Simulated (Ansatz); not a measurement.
# CoC2: the cost of one run

Program: Ansatz 0.2.0. Level of theory: DFT PBE, scalar-relativistic, plane waves, PAW. These are calculated values, not measurements.

3 further runs of the same task are left out: 3 set aside as unsound or not needed.

### Step 1. The structure to begin with

It takes space group I4/mmm (No. 139, tetragonal). Conventional cell: a = 2.705 Å, b = 2.705 Å, c = 6.636 Å, α = 90.00°, β = 90.00°, γ = 90.00°. Around Co (site symmetry 4/mmm) lie 10 C at 2.20 to 2.22 Å. C (site symmetry 4mm) has 5 C at 2.19 to 2.22 Å and 5 Co at 2.20 to 2.22 Å as nearest neighbours.

Structure file:

```cif
data_structure
_symmetry_space_group_name_H-M 'I4/mmm'
_symmetry_Int_Tables_number 139
_cell_length_a 2.7050
_cell_length_b 2.7050
_cell_length_c 6.6357
_cell_angle_alpha 90.000
_cell_angle_beta 90.000
_cell_angle_gamma 90.000
_cell_volume 48.55
loop_
_atom_site_label
_atom_site_type_symbol
_atom_site_symmetry_multiplicity
_atom_site_Wyckoff_symbol
_atom_site_fract_x
_atom_site_fract_y
_atom_site_fract_z
_atom_site_occupancy
Co1 Co 2 a 0.00000 0.00000 0.00000 1
C1 C 4 e 0.50000 0.50000 0.16500 1
```

This is candidate A: MoSi2 (C11b) type (I4/mmm, No. 139).

(A quick probe on a coarse mesh, which set the mesh and smearing, is not shown.)

### Step 3. Rough relaxation on the coarse mesh (candidate A)

File input.yaml:

```yaml
crystal:
  lattice:
    - [-1.3524995508, 1.3524995508, 3.3178504605]
    - [1.3524995508, -1.3524995508, 3.3178504605]
    - [1.3524995508, 1.3524995508, -3.3178504605]
  atoms:
    - { symbol: Co, position: [0.0, 0.0, 0.0] }
    - { symbol: C, position: [0.665, 0.665, 0.0] }
    - { symbol: C, position: [0.335, 0.335, 0.0] }
basis:
  ecutwfc: 420
kpoints:
  mp_grid: { grid: [8, 8, 8] }
hamiltonian:
  xc: pbe
scf:
  occupations: { method: gaussian, width: 0.1 }
  lower_state_search: "off"
output:
  forces: true
  stress: true
  eigenvalues: true
relax:
  adjacent_minimum: "off"
  f_tol: 0.04
  max_steps: 70
  cell: { stress_tol: 0.4 }
```

Q: Estimate wall time and peak memory on 1 thread of an Arm CPU, shared host.

About 34 s, with a peak of 0.31 GiB.
